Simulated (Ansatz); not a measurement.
# TaF3: the cost of one run

Method: DFT LDA+U (U_eff = 2 eV on Ta d), plane waves, PAW, no spin–orbit coupling unless a run says so, in Ansatz 0.2.0.

### 1 The starting structure

It takes space group Pm-3m (No. 221, cubic). Conventional cell: a = 3.901 Å, b = 3.901 Å, c = 3.901 Å, α = 90.00°, β = 90.00°, γ = 90.00°. Ta (site symmetry m-3m) has 6 F at 1.95 Å as nearest neighbours. F (site symmetry 4/mmm) has 2 Ta at 1.95 Å as nearest neighbours.

Structure file:

```
CELL_PARAMETERS angstrom
3.90120 0.00000 0.00000
0.00000 3.90120 3.90120
0.00000 0.00000 7.80240
ATOMIC_POSITIONS crystal
Ta 0.00000 0.00000 0.00000
F 0.50000 0.00000 0.00000
F 0.00000 0.50000 0.75000
F 0.00000 0.00000 0.25000
Ta 0.00000 0.00000 0.50000
F 0.50000 0.00000 0.50000
F 0.00000 0.50000 0.25000
F 0.00000 0.00000 0.75000
```

Magnetic order typed: antiferromagnetic, doubled cell 0 1/2 1/2.

### 2 From atoms, symmetry kept, no search

input.yaml

```yaml
crystal:
  lattice:
    - [3.90120059, 0.0, 0.0]
    - [0.0, 3.90120059, 3.90120059]
    - [0.0, 0.0, 7.80240118]
  atoms:
    - { symbol: Ta, position: [0.0, 0.0, 0.0], spin: 2.0 }
    - { symbol: F, position: [0.5, 0.0, 0.0] }
    - { symbol: F, position: [0.0, 0.5, 0.75] }
    - { symbol: F, position: [0.0, 0.0, 0.25] }
    - { symbol: Ta, position: [0.0, 0.0, 0.5], spin: -2.0 }
    - { symbol: F, position: [0.5, 0.0, 0.5] }
    - { symbol: F, position: [0.0, 0.5, 0.25] }
    - { symbol: F, position: [0.0, 0.0, 0.75] }
basis:
  ecutwfc: 420
  ecutrho_ratio: 4
kpoints:
  mp_grid: { grid: [5, 5, 5] }
hamiltonian:
  xc: lda
  hubbard:
    sites: [{ site: 0, l: d, u_eff: 2.0 }, { site: 4, l: d, u_eff: 2.0 }]
scf:
  occupations: { method: gaussian, width: 0.05 }
  lower_state_search: "off"
  max_iter: 150
output:
  forces: true
  stress: true
  eigenvalues: true
  populations: true
  hubbard: { sites: [{ site: 0, l: d }, { site: 4, l: d }] }
magnetization:
  spin_polarized: true
```

Command:

```
> ansatz run input.yaml --threads 4 --pin off --max-ram 6144MiB --backend cpu --events-out ev --progress --plain --runs-dir out
```

**Question.** How long does this run take on 4 threads of AMD EPYC 9B45 (Zen 5), shared host, and how much memory does it need?

About 1.5 s, with a peak of 0.61 GiB.
